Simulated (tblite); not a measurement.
# C6H14Si3: the cost of one run

Computed with tblite 0.8.0 and PySCF 2.14.0, with density-fitted response routines of our own, on a single molecule in the gas phase. Atoms count from 0, in the outputs and in this text.

## (1) The starting structure

23 atoms, charge 0, multiplicity 1; geometry from: force field or distance geometry start.

Bonds of the start (Å): C0–C1 1.22, C1–C2 1.42, C2–Si3 1.92, Si3–C4 1.94, C4–Si5 1.92, Si5–C6 1.86, C6–C7 1.52, C4–Si8 1.93, Si8–C2 1.92, C0–H9 1.06, C2–H10 1.10, Si3–H11 1.47, Si3–H12 1.49, C4–H13 1.10, Si5–H14 1.48, Si5–H15 1.49, C6–H16 1.10, C6–H17 1.10, C7–H18 1.09, C7–H19 1.09, C7–H20 1.10, Si8–H21 1.48, Si8–H22 1.50.

## (2) Geometry optimisation with GFN2-xTB

Job settings and geometry (Å):

```
{"job": {"kind": "relax", "xc": "GFN2-xTB", "basis": "xTB"}, "charge": 0, "multiplicity": 1}
C      4.764100     0.532300     1.244900
C      3.666900     0.802500     0.789300
C      2.388500     1.133300     0.266800
Si     1.821500     0.089000    -1.246200
C      0.012800     0.219800    -0.548400
Si    -1.194700    -1.233800    -0.898400
C     -2.761400    -0.945000     0.069000
C     -3.525200     0.326700    -0.261800
Si     0.897600     0.325200     1.161800
H      5.713400     0.301900     1.646400
H      2.215000     2.203300     0.088300
H      1.976400     0.762400    -2.543100
H      2.325500    -1.313800    -1.220800
H     -0.419800     1.184700    -0.835700
H     -1.505400    -1.282000    -2.342700
H     -0.582900    -2.522700    -0.482700
H     -2.522100    -0.935700     1.145500
H     -3.425000    -1.812500    -0.088900
H     -2.936300     1.221600    -0.057200
H     -3.820100     0.344200    -1.315100
H     -4.446000     0.388800     0.342400
H      1.168700    -1.007700     1.744900
H      0.183900     1.244300     2.103800
```

Started as:

```console
$ OMP_NUM_THREADS=1 python probes_run.py task.json out
```

One launch serves the whole session: the jobs run in the order shown.

**Question.** How long does this first job take on 1 thread of Arm Neoverse N1, shared host, and how much memory does it need?

About 3.5 s, with a peak of 0.18 GiB.
